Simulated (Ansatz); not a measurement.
# CH₅ClGeO₂: a ladder of functionals and wavefunction methods

One table from this session's results is given with a row withheld; the runs are named, their logs left out.

The runs use Ansatz 0.2.0, Gaussian basis; functionals in def2-TZVPP, the program's frozen cores in correlated methods.

The runs, in order: LDA (SPW92), PBE-D4, revPBE-D4, BLYP-D4, r2SCAN-D4, B97M-V, PBE0-D4, B3LYP-D4, r2SCANh-D4, r2SCAN0-D4, HSE06-D4, BHLYP-D4, CAM-B3LYP-D4, LC-ωPBE, ωB97X-V, ωB97M-V, B2PLYP, PBE-QIDH; CCSD(T)/def2-SVP; CCSD(T)/def2-TZVPP; MP2/def2-QZVPP; extrapolation to the limit; RPA on PBE.

### The relaxed structure

All runs share one geometry, relaxed beforehand with PBE0-D4 in a triple-zeta def2 set.

10 atoms, charge 0, spin multiplicity 1.

Atoms are counted from 1 here; the program's logs count them from 0.

Bond lengths: C1–O2 1.413 Å, C1–H6 1.097 Å, C1–H7 1.091 Å, C1–H8 1.095 Å, O2–Ge3 1.758 Å, Ge3–O4 1.750 Å, Ge3–Cl5 2.153 Å, Ge3–H9 1.526 Å, O4–H10 0.961 Å. Angles: O2–C1–H6 111.8°, O2–C1–H7 107.5°, O2–C1–H8 111.8°, H6–C1–H7 108.3°, H6–C1–H8 108.7°, H7–C1–H8 108.6°, C1–O2–Ge3 121.0°, O2–Ge3–O4 106.3°, O2–Ge3–Cl5 107.2°, O2–Ge3–H9 114.8°, O4–Ge3–Cl5 110.7°, O4–Ge3–H9 108.7°, Cl5–Ge3–H9 109.1°, Ge3–O4–H10 112.6°.

The first run:

in.yaml reads:

```yaml
crystal:
  periodic: [false, false, false]
  atoms:
    - {symbol: C, position_ang: [-1.049121, -1.233818, -0.362739]}
    - {symbol: O, position_ang: [0.258450, -0.776817, -0.083684]}
    - {symbol: Ge, position_ang: [0.540274, 0.847820, 0.524862]}
    - {symbol: O, position_ang: [2.271610, 1.097157, 0.475404]}
    - {symbol: Cl, position_ang: [-0.464643, 2.208724, -0.807194]}
    - {symbol: H, position_ang: [-1.666472, -1.281747, 0.542296]}
    - {symbol: H, position_ang: [-0.963650, -2.241701, -0.772614]}
    - {symbol: H, position_ang: [-1.553447, -0.598762, -1.098423]}
    - {symbol: H, position_ang: [0.051372, 1.092172, 1.949958]}
    - {symbol: H, position_ang: [2.658728, 0.835874, -0.364865]}
basis:
  gaussian: {orbitals: def2-TZVPP}
hamiltonian: {xc: lda}
output: {orbitals: {seedname: orbitals}}
```

The run is started by

```sh
$ ansatz run in.yaml --threads 4 --pin off --events-out ev --progress --plain --max-ram 10444MiB
```

Steps of the session up to this table: LDA; PBE-D4 (GGA); revPBE-D4 (GGA); BLYP-D4 (GGA); r2SCAN-D4 (meta-GGA); B97M-V (meta-GGA); B3LYP-D4 (hybrid); r2SCANh-D4 (hybrid); r2SCAN0-D4 (hybrid); HSE06-D4 (hybrid); BHLYP-D4 (hybrid); CAM-B3LYP-D4 (range-separated); LC-ωPBE (range-separated); ωB97X-V (range-separated); ωB97M-V (range-separated); B2PLYP (double hybrid); PBE-QIDH (double hybrid).

One table of the session follows, with a row left open; its other results are not shown here.

It belongs to the step «Frontier levels by functional». 

```
  functional  HOMO (eV)  gap (eV)
 LDA (SPW92)      -6.96      5.64
      PBE-D4      -6.82      5.76
   revPBE-D4      -6.76      5.82
     BLYP-D4      -6.73      5.69
   r2SCAN-D4      -7.18      6.49
      B97M-V      -7.31      6.56
     PBE0-D4      -8.43      8.42
    B3LYP-D4      -8.19      7.81
  r2SCANh-D4      -7.78      7.46
  r2SCAN0-D4      -8.69      8.91
    HSE06-D4      -8.02      7.64
    BHLYP-D4      -9.99     10.95
CAM-B3LYP-D4      -9.90     10.87
     LC-ωPBE          ?         ?
     ωB97X-V     -10.92     13.08
     ωB97M-V     -10.83     12.72
```

Q: Estimate the row for LC-ωPBE from the others.

**Answer.** HOMO (eV): -11.24; gap (eV): 13.56. In the column «HOMO (eV)» it is the lowest.
